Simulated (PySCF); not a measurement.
# PdCl₆ (-2): NMR shieldings, part 2 of 2

PySCF 2.14.0. Atoms count from 0. Earlier steps stand in the parts before.

## Step 6: NMR shieldings: PBE0/pcSseg-1 Pd:us-x2c-TZVPall-2c in dichloromethane, spin–orbit

Job settings and geometry (Å):

```
{"job": {"xc": "PBE0", "basis": {"default": "pcSseg-1", "Pd": "us-x2c-TZVPall-2c"}, "rel": "so", "solvent": "dichloromethane", "kind": "hnmr"}, "charge": -2, "multiplicity": 1}
Pd    -0.000340    -0.001440    -0.000370
Cl    -0.019440    -0.010770     2.324430
Cl     0.020150     0.009590    -2.325130
Cl     2.324330     0.003820     0.019590
Cl    -2.325520     0.004170    -0.022160
Cl    -0.008000     2.322150     0.011450
Cl     0.008820    -2.327520    -0.007800
```

Method: PBE0/pcSseg-1 Pd:us-x2c-TZVPall-2c GIAO NMR shielding, X2C with spin-orbit coupling, screened-nuclear two-electron part, Gaussian nuclei, IEF-PCM dichloromethane.

Standard output:

```text
spin-free SCF
coarse grid: 46072 points
cycle   1  E = -7811.5157222922  dE =  1.178e+00  |g| = 3.135e+00  |ddm| = 9.352e+00
cycle   2  E = -7805.1703840479  dE =  6.345e+00  |g| = 7.727e+00  |ddm| = 7.576e+00
cycle   3  E = -7812.5763273230  dE = -7.406e+00  |g| = 2.020e+00  |ddm| = 6.006e+00
cycle   4  E = -7813.1737915864  dE = -5.975e-01  |g| = 3.207e-01  |ddm| = 9.708e-01
cycle   5  E = -7813.1895359663  dE = -1.574e-02  |g| = 1.559e-01  |ddm| = 3.815e-01
cycle   6  E = -7813.1951279504  dE = -5.592e-03  |g| = 1.820e-02  |ddm| = 1.467e-01
cycle   7  E = -7813.1951863067  dE = -5.836e-05  |g| = 5.344e-03  |ddm| = 1.600e-02
cycle   8  E = -7813.1951872772  dE = -9.704e-07  |g| = 3.838e-03  |ddm| = 3.646e-03
cycle   9  E = -7813.1951891489  dE = -1.872e-06  |g| = 1.761e-03  |ddm| = 1.962e-03
final grid: 84880 points
cycle  10  E = -7813.1938833569  dE =  3.728e-06  |g| = 5.869e-03  |ddm| = 4.250e-03
cycle  11  E = -7813.1938337781  dE =  4.958e-05  |g| = 1.959e-02  |ddm| = 1.245e-02
cycle  12  E = -7813.1938882241  dE = -5.445e-05  |g| = 4.395e-04  |ddm| = 9.557e-03
cycle  13  E = -7813.1938882507  dE = -2.658e-08  |g| = 2.906e-04  |ddm| = 7.687e-04
cycle  14  E = -7813.1938882719  dE = -2.119e-08  |g| = 3.111e-05  |ddm| = 3.158e-04
cycle  15  E = -7813.1938882721  dE = -1.692e-10  |g| = 3.386e-06  |ddm| = 2.536e-05
converged SCF energy = -7813.1938882721
two-component SCF
cycle   1  E = -7812.8059319693  dE = -7.813e+03  |FDS-SDF| = 3.125e+01
cycle   2  E = -7813.6724767464  dE = -8.665e-01  |FDS-SDF| = 2.423e-01
cycle   3  E = -7813.6730878863  dE = -6.111e-04  |FDS-SDF| = 1.120e-02
cycle   4  E = -7813.6732291251  dE = -1.412e-04  |FDS-SDF| = 7.893e-03
cycle   5  E = -7813.6732758272  dE = -4.670e-05  |FDS-SDF| = 7.566e-03
cycle   6  E = -7813.6733248411  dE = -4.901e-05  |FDS-SDF| = 4.596e-03
cycle   7  E = -7813.6733507809  dE = -2.594e-05  |FDS-SDF| = 1.221e-03
cycle   8  E = -7813.6733533278  dE = -2.547e-06  |FDS-SDF| = 4.965e-04
cycle   9  E = -7813.6733539128  dE = -5.850e-07  |FDS-SDF| = 1.757e-04
cycle  10  E = -7813.6733539788  dE = -6.601e-08  |FDS-SDF| = 5.335e-05
cycle  11  E = -7813.6733539832  dE = -4.386e-09  |FDS-SDF| = 2.820e-05
converged, E = -7813.6733539832

Field gradients (au) and densities at the nuclei (bohr^-3)
atom        Vxx        Vyy        Vzz        centre      nuclear mean
  0 Pd    -0.0004    -0.0051     0.0055     119834.820     119366.503
  1 Cl    -1.5631    -1.5653     3.1284       2817.088       2817.036
  2 Cl    -1.5623    -1.5643     3.1265       2817.087       2817.036
  3 Cl    -1.5647    -1.5648     3.1295       2817.088       2817.036
  4 Cl    -1.5629    -1.5630     3.1258       2817.087       2817.036
  5 Cl    -1.5668    -1.5691     3.1358       2817.089       2817.037
  6 Cl    -1.5585    -1.5607     3.1192       2817.086       2817.035
without picture change
  0 Pd                           0.0048                    228269.331

Core orbital energies (eV)
atom   shell        mean    spread
  0 Pd 1s       -24217.617   0.000
  0 Pd 2s        -3562.518   0.000
  0 Pd 3s         -656.462   0.000
  0 Pd 4s          -96.030   0.000
  0 Pd 2p1/2     -3302.105   0.000
  0 Pd 2p3/2     -3143.000   0.000
  0 Pd 3p1/2      -553.463   0.000
  0 Pd 3p3/2      -525.384   0.001
  0 Pd 4p1/2       -63.568   0.000
  0 Pd 4p3/2       -58.932   0.002
  0 Pd 3d3/2      -343.374   0.001
  0 Pd 3d5/2      -337.871   0.008
  1 Cl 1s        -2775.568   0.000
  1 Cl 2s         -259.235   0.000
  1 Cl 3s          -20.911   0.000
  1 Cl 2p1/2      -197.079   0.000
  1 Cl 2p3/2      -195.396   0.136
  2 Cl 1s        -2775.568   0.000
  2 Cl 2s         -259.235   0.000
  2 Cl 3s          -20.911   0.000
  2 Cl 2p1/2      -197.079   0.000
  2 Cl 2p3/2      -195.396   0.136
  3 Cl 1s        -2775.569   0.000
  3 Cl 2s         -259.235   0.000
  3 Cl 3s          -20.911   0.000
  3 Cl 2p1/2      -197.080   0.000
  3 Cl 2p3/2      -195.397   0.136
  4 Cl 1s        -2775.568   0.000
  4 Cl 2s         -259.234   0.000
  4 Cl 3s          -20.909   0.000
  4 Cl 2p1/2      -197.078   0.000
  4 Cl 2p3/2      -195.395   0.136
  5 Cl 1s        -2775.571   0.000
  5 Cl 2s         -259.238   0.000
  5 Cl 3s          -20.916   0.000
  5 Cl 2p1/2      -197.082   0.000
  5 Cl 2p3/2      -195.399   0.137
  6 Cl 1s        -2775.565   0.000
  6 Cl 2s         -259.231   0.000
  6 Cl 3s          -20.905   0.000
  6 Cl 2p1/2      -197.076   0.000
  6 Cl 2p3/2      -195.393   0.136

Shielding tensors (ppm)
atom      isotropic    diamagn.    paramagn.     s11        s22        s33       span
  0 Pd    -1419.76     4252.92    -5672.68   -1427.65   -1420.05   -1411.59      16.06
  1 Cl      698.49     1122.44     -423.94     512.71     513.00    1069.76     557.05
  2 Cl      699.37     1122.44     -423.07     513.76     514.38    1069.98     556.22
  3 Cl      698.29     1122.44     -424.14     512.52     512.61    1069.74     557.22
  4 Cl      699.05     1122.44     -423.39     513.53     513.63    1070.00     556.47
  5 Cl      697.32     1122.43     -425.11     511.05     511.63    1069.28     558.23
  6 Cl      700.53     1122.44     -421.91     515.55     515.59    1070.44     554.89
```

Run time: 10 min. Hardware: 1 thread of Arm Neoverse V1, shared host; peak memory 1.8 GiB.

From this job:

```csv
quantity,value
energy from spin-orbit coupling,-0.4795 Eh
```

## Step 7: NMR shieldings: PBE0/pcSseg-1 Pd:us-x2c-TZVPall-2c in dichloromethane, spin-free

Job settings and geometry (Å):

```
{"job": {"xc": "PBE0", "basis": {"default": "pcSseg-1", "Pd": "us-x2c-TZVPall-2c"}, "rel": "sf", "solvent": "dichloromethane", "kind": "hnmr"}, "charge": -2, "multiplicity": 1}
Pd    -0.000340    -0.001440    -0.000370
Cl    -0.019440    -0.010770     2.324430
Cl     0.020150     0.009590    -2.325130
Cl     2.324330     0.003820     0.019590
Cl    -2.325520     0.004170    -0.022160
Cl    -0.008000     2.322150     0.011450
Cl     0.008820    -2.327520    -0.007800
```

Level: PBE0/pcSseg-1 Pd:us-x2c-TZVPall-2c GIAO NMR shielding, spin-free X2C, Gaussian nuclei, IEF-PCM dichloromethane.

Standard output:

```text
spin-free SCF
coarse grid: 46072 points
cycle   1  E = -7811.5157222922  dE =  1.178e+00  |g| = 3.135e+00  |ddm| = 9.352e+00
cycle   2  E = -7805.1703840479  dE =  6.345e+00  |g| = 7.727e+00  |ddm| = 7.576e+00
cycle   3  E = -7812.5763273230  dE = -7.406e+00  |g| = 2.020e+00  |ddm| = 6.006e+00
cycle   4  E = -7813.1737915864  dE = -5.975e-01  |g| = 3.207e-01  |ddm| = 9.708e-01
cycle   5  E = -7813.1895359663  dE = -1.574e-02  |g| = 1.559e-01  |ddm| = 3.815e-01
cycle   6  E = -7813.1951279504  dE = -5.592e-03  |g| = 1.820e-02  |ddm| = 1.467e-01
cycle   7  E = -7813.1951863067  dE = -5.836e-05  |g| = 5.344e-03  |ddm| = 1.600e-02
cycle   8  E = -7813.1951872772  dE = -9.704e-07  |g| = 3.838e-03  |ddm| = 3.646e-03
cycle   9  E = -7813.1951891489  dE = -1.872e-06  |g| = 1.761e-03  |ddm| = 1.962e-03
final grid: 84880 points
cycle  10  E = -7813.1938833569  dE =  3.728e-06  |g| = 5.869e-03  |ddm| = 4.250e-03
cycle  11  E = -7813.1938337781  dE =  4.958e-05  |g| = 1.959e-02  |ddm| = 1.245e-02
cycle  12  E = -7813.1938882241  dE = -5.445e-05  |g| = 4.395e-04  |ddm| = 9.557e-03
cycle  13  E = -7813.1938882507  dE = -2.658e-08  |g| = 2.906e-04  |ddm| = 7.687e-04
cycle  14  E = -7813.1938882719  dE = -2.119e-08  |g| = 3.111e-05  |ddm| = 3.158e-04
cycle  15  E = -7813.1938882721  dE = -1.692e-10  |g| = 3.386e-06  |ddm| = 2.536e-05
converged SCF energy = -7813.1938882721
check of the scalar solution
cycle   1  E = -7813.1938882722  dE = -7.813e+03  |FDS-SDF| = 1.640e+00
cycle   2  E = -7813.1940542656  dE = -1.660e-04  |FDS-SDF| = 8.408e-04
cycle   3  E = -7813.1940542658  dE = -1.874e-10  |FDS-SDF| = 7.302e-06
converged, E = -7813.1940542658

Field gradients (au) and densities at the nuclei (bohr^-3)
atom        Vxx        Vyy        Vzz        centre      nuclear mean
  0 Pd    -0.0004    -0.0052     0.0056     119784.889     119316.576
  1 Cl    -1.5664    -1.5686     3.1349       2817.104       2817.052
  2 Cl    -1.5655    -1.5676     3.1331       2817.104       2817.052
  3 Cl    -1.5680    -1.5681     3.1361       2817.104       2817.053
  4 Cl    -1.5661    -1.5662     3.1324       2817.104       2817.052
  5 Cl    -1.5700    -1.5723     3.1424       2817.105       2817.054
  6 Cl    -1.5617    -1.5640     3.1257       2817.103       2817.051
without picture change
  0 Pd                           0.0049                    228275.195

Core orbital energies (eV)
atom   shell        mean    spread
  0 Pd 1s       -24218.566   0.000
  0 Pd 2s        -3562.691   0.000
  0 Pd 3s         -656.487   0.000
  0 Pd 4s          -96.017   0.000
  0 Pd 2p        -3194.443   0.001
  0 Pd 3p         -534.461   0.002
  0 Pd 4p          -60.410   0.004
  0 Pd 3d         -340.068   0.002
  1 Cl 1s        -2775.568   0.000
  1 Cl 2s         -259.235   0.000
  1 Cl 3s          -20.909   0.000
  1 Cl 2p         -195.957   0.212
  2 Cl 1s        -2775.568   0.000
  2 Cl 2s         -259.235   0.000
  2 Cl 3s          -20.909   0.000
  2 Cl 2p         -195.957   0.212
  3 Cl 1s        -2775.569   0.000
  3 Cl 2s         -259.236   0.000
  3 Cl 3s          -20.910   0.000
  3 Cl 2p         -195.957   0.212
  4 Cl 1s        -2775.568   0.000
  4 Cl 2s         -259.234   0.000
  4 Cl 3s          -20.908   0.000
  4 Cl 2p         -195.956   0.212
  5 Cl 1s        -2775.571   0.000
  5 Cl 2s         -259.238   0.000
  5 Cl 3s          -20.915   0.000
  5 Cl 2p         -195.960   0.213
  6 Cl 1s        -2775.565   0.000
  6 Cl 2s         -259.232   0.000
  6 Cl 3s          -20.904   0.000
  6 Cl 2p         -195.953   0.212

Shielding tensors (ppm)
atom      isotropic    diamagn.    paramagn.     s11        s22        s33       span
  0 Pd    -2259.48     4570.21    -6829.69   -2267.64   -2259.79   -2251.00      16.63
  1 Cl      735.07     1140.05     -404.98     568.39     568.64    1068.18     499.78
  2 Cl      735.96     1140.05     -404.09     569.38     570.19    1068.30     498.92
  3 Cl      734.88     1140.05     -405.17     568.20     568.29    1068.16     499.96
  4 Cl      735.62     1140.05     -404.43     569.20     569.31    1068.35     499.14
  5 Cl      733.96     1140.05     -406.09     566.61     567.47    1067.79     501.18
  6 Cl      737.06     1140.06     -403.00     571.12     571.38    1068.67     497.55
```

Wall time 2.3 min (1 thread of Arm Neoverse V1, shared host); peak memory 1.4 GiB.

## Step 8: Shieldings side by side

```csv
run,Pd0,Cl6,Cl4,Cl1,Cl2,Cl3,Cl5,time
"step 2, PBE0/pcSseg-1 Pd:us-x2c-TZVPall-2c, spin–orbit",-1547.5,681.9,680.7,680.2,681.1,680.1,679.3,12 min
"step 3, PBE0/pcSseg-1 Pd:us-x2c-TZVPall-2c, spin-free",-2396.0,719.3,718.1,717.6,718.5,717.5,716.8,2.5 min
"step 4, PBE0/pcSseg-1 Pd:us-x2c-TZVPall-2c in water, spin–orbit",-1390.6,703.6,702.1,701.6,702.4,701.4,700.4,11 min
"step 5, PBE0/pcSseg-1 Pd:us-x2c-TZVPall-2c in water, spin-free",-2228.5,740.0,738.5,738.0,738.9,737.8,736.9,2.6 min
"step 6, PBE0/pcSseg-1 Pd:us-x2c-TZVPall-2c in dichloromethane, spin–orbit",-1419.8,700.5,699.1,698.5,699.4,698.3,697.3,10 min
"step 7, PBE0/pcSseg-1 Pd:us-x2c-TZVPall-2c in dichloromethane, spin-free",-2259.5,737.1,735.6,735.1,736.0,734.9,734.0,2.3 min
```

## Step 9: Summary of results

This closing draws on all 2 parts.

| quantity | value |
| --- | --- |
| energy from spin-orbit coupling (step 2, PBE0/pcSseg-1 Pd:us-x2c-TZVPall-2c, spin–orbit) | -0.4795 Eh |
| shieldings (step 2, PBE0/pcSseg-1 Pd:us-x2c-TZVPall-2c, spin–orbit) | Pd0 -1547.5, Cl1 680.2, Cl2 681.1, Cl3 680.1, Cl4 680.7, Cl5 679.3, Cl6 681.9 ppm |
| shieldings (step 3, PBE0/pcSseg-1 Pd:us-x2c-TZVPall-2c, spin-free) | Pd0 -2396.0, Cl1 717.6, Cl2 718.5, Cl3 717.5, Cl4 718.1, Cl5 716.8, Cl6 719.3 ppm |
| energy from spin-orbit coupling (step 4, PBE0/pcSseg-1 Pd:us-x2c-TZVPall-2c in water, spin–orbit) | -0.4795 Eh |
| shieldings (step 4, PBE0/pcSseg-1 Pd:us-x2c-TZVPall-2c in water, spin–orbit) | Pd0 -1390.6, Cl1 701.6, Cl2 702.4, Cl3 701.4, Cl4 702.1, Cl5 700.4, Cl6 703.6 ppm |
| shieldings (step 5, PBE0/pcSseg-1 Pd:us-x2c-TZVPall-2c in water, spin-free) | Pd0 -2228.5, Cl1 738.0, Cl2 738.9, Cl3 737.8, Cl4 738.5, Cl5 736.9, Cl6 740.0 ppm |
| energy from spin-orbit coupling (step 6, PBE0/pcSseg-1 Pd:us-x2c-TZVPall-2c in dichloromethane, spin–orbit) | -0.4795 Eh |
| shieldings (step 6, PBE0/pcSseg-1 Pd:us-x2c-TZVPall-2c in dichloromethane, spin–orbit) | Pd0 -1419.8, Cl1 698.5, Cl2 699.4, Cl3 698.3, Cl4 699.1, Cl5 697.3, Cl6 700.5 ppm |
| shieldings (step 7, PBE0/pcSseg-1 Pd:us-x2c-TZVPall-2c in dichloromethane, spin-free) | Pd0 -2259.5, Cl1 735.1, Cl2 736.0, Cl3 734.9, Cl4 735.6, Cl5 734.0, Cl6 737.1 ppm |

**Reading.** In steps 2, 3 the highest level lies above zero, so the outer electrons are held by the basis. A contracted two-component basis is stiff near heavy nuclei, so the absolute shieldings of the heavy atoms from it are rough. A continuum can't give the shift that close solvent molecules cause at an ion. Pd0 moves most between the runs, by 1005 ppm; the labels say what changes from run to run. The geometry comes from tight binding, which is rough for metal atoms, and these values hang on it.
